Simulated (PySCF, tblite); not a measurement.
# CH₈OSSi₂: dynamics, then NMR shifts on frames, part 2 of 2

tblite 0.8.0 and PySCF 2.14.0. Atoms count from 0.

## (5) NMR shieldings: 625 fs, PBE0/pcSseg-1

Job settings and geometry (Å):

```
{"job": {"kind": "nmr", "xc": "PBE0", "basis": "pcSseg-1", "pop": false}, "charge": 0, "multiplicity": 1}
C     -2.590200    -1.425100    -0.401300
S     -0.974500    -2.106900     0.116100
Si    -0.158900    -0.369500     1.226900
O      1.220100    -0.990200     1.829800
Si     0.310100     1.319700    -0.209900
H     -3.224100    -1.433400     0.482500
H     -3.105100    -1.998200    -1.181000
H     -2.367500    -0.444000    -0.763700
H     -1.204400    -0.218600     2.224000
H      1.708000    -1.806500     1.544700
H      0.413900     2.612300     0.579700
H      1.592100     1.279300    -0.832900
H     -0.618200     1.430800    -1.293700
```

With the program's defaults for keys left out, this is: GIAO PBE0/pcSseg-1 NMR shielding, non-relativistic, gas phase.

What it wrote:

```text
coarse grid: 12008 points
cycle   1  E = -1094.6500255679  dE =  2.611e-01  |g| = 7.152e-01  |ddm| = 3.196e+00
cycle   2  E = -1094.5160262163  dE =  1.340e-01  |g| = 1.109e+00  |ddm| = 1.741e+00
cycle   3  E = -1094.7464645470  dE = -2.304e-01  |g| = 8.527e-02  |ddm| = 1.218e+00
cycle   4  E = -1094.7478592662  dE = -1.395e-03  |g| = 3.951e-02  |ddm| = 1.499e-01
cycle   5  E = -1094.7482592820  dE = -4.000e-04  |g| = 6.257e-03  |ddm| = 5.809e-02
cycle   6  E = -1094.7482692901  dE = -1.001e-05  |g| = 2.224e-03  |ddm| = 1.101e-02
cycle   7  E = -1094.7482705899  dE = -1.300e-06  |g| = 4.694e-04  |ddm| = 3.100e-03
final grid: 100992 points
cycle   8  E = -1094.7880669885  dE = -1.721e-05  |g| = 7.532e-03  |ddm| = 1.942e-02
cycle   9  E = -1094.7880562640  dE =  1.072e-05  |g| = 1.037e-02  |ddm| = 1.394e-02
cycle  10  E = -1094.7880782636  dE = -2.200e-05  |g| = 7.974e-04  |ddm| = 8.793e-03
cycle  11  E = -1094.7880783858  dE = -1.222e-07  |g| = 1.917e-04  |ddm| = 9.727e-04
cycle  12  E = -1094.7880783944  dE = -8.576e-09  |g| = 4.999e-05  |ddm| = 2.661e-04
cycle  13  E = -1094.7880783950  dE = -6.617e-10  |g| = 1.095e-05  |ddm| = 6.498e-05
converged SCF energy = -1094.7880783950

GIAO shielding tensors (ppm)
atom      isotropic    diamagn.    paramagn.     s11        s22        s33       span
  0 C      176.946     252.725     -75.779    162.166    174.009    194.664     32.498
  1 S      680.488    1059.347    -378.860    519.273    637.871    884.319    365.046
  2 Si     343.543     877.761    -534.217    283.739    346.316    400.575    116.836
  3 O      311.446     388.369     -76.923    275.444    296.920    361.975     86.532
  4 Si     478.264     881.081    -402.818    458.760    466.582    509.450     50.690
  5 H       29.421      29.744      -0.323     23.190     27.491     37.583     14.394
  6 H       29.644      28.857       0.787     24.894     26.373     37.666     12.772
  7 H       30.265      32.607      -2.342     23.090     30.297     37.408     14.318
  8 H       25.464      28.908      -3.444     22.354     23.897     30.142      7.788
  9 H       28.695      29.468      -0.773     20.753     24.832     40.500     19.748
 10 H       27.633      28.216      -0.582     24.390     25.188     33.323      8.933
 11 H       28.858      30.404      -1.546     25.710     26.488     34.375      8.665
 12 H       28.950      30.229      -1.279     24.688     28.158     34.003      9.315
```

Wall time 21 s (1 thread of Arm Neoverse N1, shared host); peak memory 0.73 GiB.

This run: δ C0 10.0, S1 -177, Si2 5.6, Si4 -129.1, H8 6.25, H10 4.08 ppm.

## (6) Shielding tensors: 800 fs, PBE0/pcSseg-1

Job settings and geometry (Å):

```
{"job": {"kind": "nmr", "xc": "PBE0", "basis": "pcSseg-1", "pop": false}, "charge": 0, "multiplicity": 1}
C     -2.351900    -1.837700    -0.754400
S     -0.776900    -2.129000     0.069300
Si    -0.459500    -0.187100     0.952600
O      0.690600    -0.369800     2.047000
Si     0.534900     1.205700    -0.624200
H     -3.206700    -1.856400    -0.095900
H     -2.589900    -2.512700    -1.602800
H     -2.355400    -0.864300    -1.201500
H     -1.645800     0.077400     1.675600
H      1.054500    -1.191700     2.445300
H     -0.576400     1.887100    -1.364000
H      1.471100     2.257400    -0.095900
H      1.358300     0.331000    -1.484100
```

With the program's defaults for keys left out, this is: GIAO PBE0/pcSseg-1 NMR shielding, non-relativistic, gas phase.

What it wrote:

```text
coarse grid: 12008 points
cycle   1  E = -1094.6551786074  dE =  3.013e-01  |g| = 7.232e-01  |ddm| = 3.219e+00
cycle   2  E = -1094.5255090877  dE =  1.297e-01  |g| = 1.105e+00  |ddm| = 1.785e+00
cycle   3  E = -1094.7508552708  dE = -2.253e-01  |g| = 8.294e-02  |ddm| = 1.258e+00
cycle   4  E = -1094.7521761015  dE = -1.321e-03  |g| = 3.659e-02  |ddm| = 1.434e-01
cycle   5  E = -1094.7525126923  dE = -3.366e-04  |g| = 6.591e-03  |ddm| = 5.464e-02
cycle   6  E = -1094.7525232163  dE = -1.052e-05  |g| = 2.398e-03  |ddm| = 1.036e-02
cycle   7  E = -1094.7525247031  dE = -1.487e-06  |g| = 4.529e-04  |ddm| = 3.145e-03
final grid: 100992 points
cycle   8  E = -1094.7923517384  dE = -1.596e-05  |g| = 7.455e-03  |ddm| = 1.850e-02
cycle   9  E = -1094.7923423291  dE =  9.409e-06  |g| = 1.003e-02  |ddm| = 1.372e-02
cycle  10  E = -1094.7923626457  dE = -2.032e-05  |g| = 8.066e-04  |ddm| = 8.480e-03
cycle  11  E = -1094.7923627728  dE = -1.271e-07  |g| = 1.842e-04  |ddm| = 1.020e-03
cycle  12  E = -1094.7923627804  dE = -7.651e-09  |g| = 4.763e-05  |ddm| = 2.495e-04
cycle  13  E = -1094.7923627810  dE = -5.900e-10  |g| = 1.197e-05  |ddm| = 6.108e-05
converged SCF energy = -1094.7923627810

GIAO shielding tensors (ppm)
atom      isotropic    diamagn.    paramagn.     s11        s22        s33       span
  0 C      180.358     250.513     -70.154    163.398    179.432    198.245     34.847
  1 S      689.598    1059.055    -369.458    562.078    655.913    850.801    288.723
  2 Si     343.261     878.478    -535.217    295.689    347.436    386.658     90.969
  3 O      307.336     388.926     -81.590    260.088    296.146    365.774    105.686
  4 Si     453.879     880.312    -426.433    405.978    466.243    489.416     83.438
  5 H       30.223      29.151       1.072     24.423     27.499     38.746     14.323
  6 H       29.560      27.838       1.722     24.416     26.221     38.044     13.628
  7 H       30.816      32.486      -1.670     24.006     30.127     38.314     14.309
  8 H       25.998      29.909      -3.911     22.768     24.576     30.650      7.882
  9 H       29.111      29.727      -0.617     20.925     25.001     41.407     20.482
 10 H       27.718      28.986      -1.268     24.490     26.134     32.529      8.039
 11 H       27.351      28.579      -1.228     24.125     25.062     32.866      8.741
 12 H       27.948      29.735      -1.787     24.508     27.211     32.125      7.616
```

Wall time 21 s (1 thread of Arm Neoverse N1, shared host); peak memory 0.73 GiB.

Key values: δ C0 6.6, S1 -186, Si2 5.9, Si4 -104.7, H8 5.72, H11 4.37 ppm.

## (7) Shielding tensors: 1000 fs, PBE0/pcSseg-1

Job settings and geometry (Å):

```
{"job": {"kind": "nmr", "xc": "PBE0", "basis": "pcSseg-1", "pop": false}, "charge": 0, "multiplicity": 1}
C     -2.219800    -1.943900    -1.116400
S     -1.306200    -2.313300     0.355400
Si    -0.477100    -0.512500     1.196900
O      0.771800    -1.041000     2.088800
Si     0.236000     1.096200    -0.370400
H     -2.913100    -1.104300    -1.096500
H     -2.742600    -2.867900    -1.374800
H     -1.483100    -1.776700    -1.927800
H     -1.308800    -0.091100     2.309900
H      1.507800    -1.573100     1.828100
H     -0.855100     1.751800    -1.094500
H      1.263500     2.023400     0.152700
H      0.728300     0.357500    -1.514400
```

Method: GIAO PBE0/pcSseg-1 NMR shielding, non-relativistic, gas phase.

What it wrote:

```text
coarse grid: 12008 points
cycle   1  E = -1094.6538698791  dE =  3.087e-01  |g| = 7.306e-01  |ddm| = 3.215e+00
cycle   2  E = -1094.5000922160  dE =  1.538e-01  |g| = 1.156e+00  |ddm| = 1.852e+00
cycle   3  E = -1094.7523957510  dE = -2.523e-01  |g| = 9.010e-02  |ddm| = 1.333e+00
cycle   4  E = -1094.7539680741  dE = -1.572e-03  |g| = 4.010e-02  |ddm| = 1.486e-01
cycle   5  E = -1094.7543794882  dE = -4.114e-04  |g| = 7.999e-03  |ddm| = 5.872e-02
cycle   6  E = -1094.7543963075  dE = -1.682e-05  |g| = 2.438e-03  |ddm| = 1.251e-02
cycle   7  E = -1094.7543978312  dE = -1.524e-06  |g| = 5.415e-04  |ddm| = 3.359e-03
final grid: 100992 points
cycle   8  E = -1094.7941287521  dE = -1.650e-05  |g| = 7.202e-03  |ddm| = 1.888e-02
cycle   9  E = -1094.7941198176  dE =  8.935e-06  |g| = 9.735e-03  |ddm| = 1.358e-02
cycle  10  E = -1094.7941391252  dE = -1.931e-05  |g| = 8.520e-04  |ddm| = 8.435e-03
cycle  11  E = -1094.7941392629  dE = -1.377e-07  |g| = 1.760e-04  |ddm| = 9.902e-04
cycle  12  E = -1094.7941392700  dE = -7.105e-09  |g| = 4.427e-05  |ddm| = 2.387e-04
cycle  13  E = -1094.7941392705  dE = -5.207e-10  |g| = 1.187e-05  |ddm| = 6.367e-05
converged SCF energy = -1094.7941392705

GIAO shielding tensors (ppm)
atom      isotropic    diamagn.    paramagn.     s11        s22        s33       span
  0 C      178.143     250.349     -72.206    169.055    172.698    192.677     23.622
  1 S      665.775    1058.287    -392.512    516.381    676.782    804.163    287.782
  2 Si     343.327     877.124    -533.797    307.085    343.934    378.961     71.876
  3 O      303.534     386.958     -83.424    263.697    289.209    357.697     94.000
  4 Si     474.286     881.714    -407.428    447.394    464.201    511.263     63.869
  5 H       29.958      29.890       0.068     24.847     27.677     37.350     12.503
  6 H       29.639      27.413       2.226     23.834     26.818     38.264     14.429
  7 H       28.810      30.888      -2.078     22.721     27.478     36.231     13.510
  8 H       25.734      28.393      -2.660     22.510     23.951     30.740      8.231
  9 H       30.539      32.502      -1.963     23.106     25.977     42.533     19.427
 10 H       28.244      30.361      -2.117     24.948     26.641     33.143      8.195
 11 H       28.047      29.508      -1.462     24.741     25.429     33.970      9.229
 12 H       28.475      31.528      -3.053     25.227     27.553     32.644      7.417
```

Run time: 21 s. Hardware: 1 thread of Arm Neoverse N1, shared host; peak memory 0.73 GiB.

In short: δ C0 8.8, S1 -162, Si2 5.8, Si4 -125.1, H8 5.98, H11 3.67 ppm.

## (8) Side by side: NMR shifts

Shifts (ppm) of some atoms, chosen among heavy atoms and hydrogens apart, with basis size and wall time:

| frame | C0 | H12 | H7 | S1 | Si2 | Si4 | O3 | functions | time |
| --- | --- | --- | --- | --- | --- | --- | --- | --- | --- |
| 250 fs | 9.9 | 3.22 | 1.13 | -162 | 18.8 | -120.2 | 56.4 | 146 | 22 s |
| 425 fs | 17.8 | 5.31 | 1.19 | -104 | 8.8 | -111.2 | 55.2 | 146 | 21 s |
| 625 fs | 10.0 | 2.77 | 1.45 | -177 | 5.6 | -129.1 | 24.6 | 146 | 21 s |
| 800 fs | 6.6 | 3.77 | 0.90 | -186 | 5.9 | -104.7 | 28.7 | 146 | 21 s |
| 1000 fs | 8.8 | 3.24 | 2.91 | -162 | 5.8 | -125.1 | 32.5 | 146 | 21 s |

## (9) Results

What follows sums up all 2 parts.

| quantity | value |
| --- | --- |
| thermostat | 300 K |
| mean temperature, second half | 297 K |
| mean potential energy above the minimum | 0.42 eV |
| 13C shifts against TMS (PBE0/pcSseg-1, 250 fs) | 9.9 ppm |
| 1H shifts against TMS (PBE0/pcSseg-1, 250 fs) | 7.14, 3.90, 3.54, 3.22, 3.06, 3.00, 2.56, 1.13 ppm |
| 33S shifts against CS2 (PBE0/pcSseg-1, 250 fs) | -162 ppm |
| 29Si shifts against TMS (PBE0/pcSseg-1, 250 fs) | 18.8, -120.2 ppm |
| 17O shifts against H2O (PBE0/pcSseg-1, 250 fs) | 56.4 ppm |
| range of the shift of S1 | -186 to -104 ppm |

In words: In the second half the potential energy averages 0.42 eV above the minimum; equipartition over 33 harmonic modes at 300 K would give 0.43 eV. With 13 atoms the temperature swings widely (136 to 469 K). Shifts at one fixed geometry are not the observed spectrum, which averages over the motion. In the first frame run (250 fs): Shielding is most anisotropic at S1 (span 215 ppm, paramagnetic term -395 ppm). Across the 5 runs the shift of S1 moves most, between -186 (800 fs) and -104 ppm (425 fs).
